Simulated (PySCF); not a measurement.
The system is C2F2H4, in a box.

```
CELL_PARAMETERS angstrom
11.00000 0.00000 0.00000
0.00000 12.00000 0.00000
0.00000 0.00000 12.00000
ATOMIC_POSITIONS crystal
C 0.50260 0.56875 0.51436
C 0.49758 0.44410 0.51174
F 0.58644 0.40033 0.57735
F 0.51760 0.40627 0.40643
H 0.59152 0.59661 0.48530
H 0.48801 0.59835 0.59924
H 0.43221 0.60317 0.46042
H 0.41084 0.40925 0.53988
```

Base run:

```yaml
Program: PySCF 2.14.0
Functional: revPBE
Dispersion: D3(OP)
Potentials_or_basis: pob-tzvp-rev2 (all-electron)
k_mesh: 1 × 1 × 1
Occupations: fixed
Spin: no spin polarisation
```

Its results: gap between the frontier levels 10.18 eV.

Q: After a change of settings the same cell gave: gap between the frontier levels 16.15 eV. Which change was it?
A. functional from revPBE to r2SCAN50; dispersion from D3(OP) to D3(BJ)
B. functional from revPBE to SCAN0; dispersion from D3(OP) to none
C. functional from revPBE to r2SCANh; dispersion from D3(OP) to none

A: A.

Caveats: this is a molecule in a periodic box at the Γ point, so its band gap is the HOMO-LUMO gap; the basis of atomic orbitals isn't converged, which shifts pressures, moduli and gaps.

Runs at the PBE level aren't shown here.
